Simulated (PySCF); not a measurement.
# C2H9ClOSi2: the cost of one run

The runs use PySCF 2.14.0, with density-fitted response routines of our own; the level of theory stands in each step. All values are computed, except where a source is named. Atoms count from 0, in the outputs and in this text.

**1. Starting geometry**

15 atoms, charge 0, multiplicity 1; geometry from: GFN2-xTB. The atoms were then displaced at random by about 0.01 Å, so the start is not that level's minimum.

Bonds of the start (Å): C0–Si1 1.89, Si1–O2 1.65, O2–Si3 1.57, Si3–C4 1.92, C4–Cl5 1.79, C0–H6 1.07, C0–H7 1.11, C0–H8 1.13, Si1–H9 1.47, Si1–H10 1.45, Si3–H11 1.47, Si3–H12 1.46, C4–H13 1.09, C4–H14 1.09.

**2. Optimising the geometry at PBE0-D3(BJ)/def2-SVP**

What the job is given:

```
{"job": {"xc": "PBE0", "basis": "def2-SVP", "d3": "d3bj", "grid": 1, "shake": 0.01, "kind": "geom"}, "charge": 0, "multiplicity": 1}
C      2.364180     0.272920     0.133300
Si     1.244480    -1.200720    -0.265850
O     -0.214830    -0.688720    -0.854740
Si    -1.497640     0.207730    -0.912610
C     -2.175990     0.511550     0.855460
Cl    -0.964760     1.441420     1.792520
H      3.327910    -0.011620     0.495910
H      2.519360     0.920720    -0.756880
H      1.884930     0.933230     0.908210
H      0.951660    -1.989240     0.943140
H      1.756230    -2.011380    -1.357410
H     -2.511770    -0.601200    -1.614000
H     -1.244540     1.501140    -1.533350
H     -2.364150    -0.400820     1.424340
H     -3.090410     1.097600     0.885730
```

Started as:

```bash
OMP_NUM_THREADS=1 python probes_run.py task.json out
```

The driver reads the jobs from task.json and runs them one after another.

**Question.** How long does this first job take on 1 thread of Arm Neoverse N1, shared host, and how much memory does it need?

About 2 min, with a peak of 0.56 GiB.
